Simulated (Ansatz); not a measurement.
A run of Ansatz 0.2.0 is set up as follows.

input.yaml

```yaml
crystal:
  lattice:
    - [3.049867, 0.0, 0.0]
    - [0.0, 3.049867, 0.0]
    - [0.0, 0.0, 4.296062]
  atoms:
    - { symbol: Ta, position: [0.0, 0.0, 0.0] }
    - { symbol: V, position: [0.5, 0.5, 0.5], spin: 4.0 }
    - { symbol: "N", position: [0.5, 0.5, 0.0] }
    - { symbol: "N", position: [0.0, 0.0, 0.5] }
hamiltonian:
  xc: pbesol
  pseudopotentials: { kind: paw }
magnetization:
  spin_polarized: true
  initial_magnetization: 4.0
  spin_locking: { lock_magnetization: hard }
kpoints:
  mp_grid: { grid: [7, 7, 5] }
scf:
  occupations: { method: fermi_dirac, width: 0.05 }
  lower_state_search: "off"
output:
  forces: true
  stress: true
  eigenvalues: true
```

Potentials or basis: Ansatz PAW.

The run is started by

```bash
$ ansatz run input.yaml --threads 2 --pin off --max-ram 5632MiB --backend cpu --events-out ev --progress --plain --runs-dir out
```

Problem. Estimate the pressure.

Solution. 9.1 GPa.

Stress tensor (GPa, compression positive):
```
10.86  0.00  0.00
 0.00 10.86  0.00
 0.00  0.00  5.63
```

Caveat: the pressure holds a Pulay correction of +0.5 GPa for the finite cutoff; the total moment is fixed, so each spin has its own Fermi level; the PAW data sets come from PBE, with cores solved anew for the run's functional, which leaves a small shift of forces and pressure; the thresholds are loose for stress. The run has no spin-orbit coupling, so splittings on Ta are missing.
